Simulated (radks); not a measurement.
# Ag²⁵⁺ in [Ne] 3s1.5 3p6 3d4 4d0.5: an all-electron calculation

The task here is to estimate one member of a computed series from the others.

The numbers are computed with radks (a radial shooting solver on a logarithmic mesh, Libxc functionals) version 1 (Dirac Kohn-Sham, PBE, spin-unpolarised, spherical densities, finite nucleus; open shells are shared between the two j in proportion to 2j + 1), except any that are marked as measured or tabulated.

### Starting point

```
element            : silver (Z = 47)
charge             : +25
electrons          : 22
configuration      : [Ne] 3s1.5 3p6 3d4 4d0.5
nuclear rms radius : 4.5454 fm
```

Set-up of the first run:

The run's settings:

```text
Z 47
configuration [Ne] 3s1.5 3p6 3d4 4d0.5
relativity Dirac
functional pbe,pbe
spin unpolarised
j_filling average
nucleus finite rms 4.5454 fm
c 137.035999084
```

Steps of the session up to this table: Self-consistent calculation.

One of the session's tables, all rows but one given; the rest of the session is left out.

It belongs to the step «Orbitals and density». Radial moments (bohr):

```
level      <r>  outermost maximum (interpolated)  90 % within  nodes
1s1/2  0.03111                            0.0202       0.0558      0
2s1/2   0.1338                             0.114        0.207      1
2p1/2   0.1134                            0.0880        0.186      0
2p3/2   0.1184                            0.0922        0.192      0
3s1/2   0.3446                             0.320        0.503      2
3p1/2        ?                                 ?            ?      ?
3p3/2   0.3407                             0.313        0.507      1
3d3/2   0.3038                             0.252        0.469      0
3d5/2   0.3064                             0.254        0.473      0
4d3/2   0.6880                             0.674        0.999      1
4d5/2   0.6914                             0.677         1.00      1
```

Q: Estimate the row for 3p1/2 from the others.

As computed: <r>: 0.3321; outermost maximum (interpolated): 0.304; 90 % within: 0.495; nodes: 1. In the column «<r>» it lies between 3d5/2 (0.3064) and 3p3/2 (0.3407).
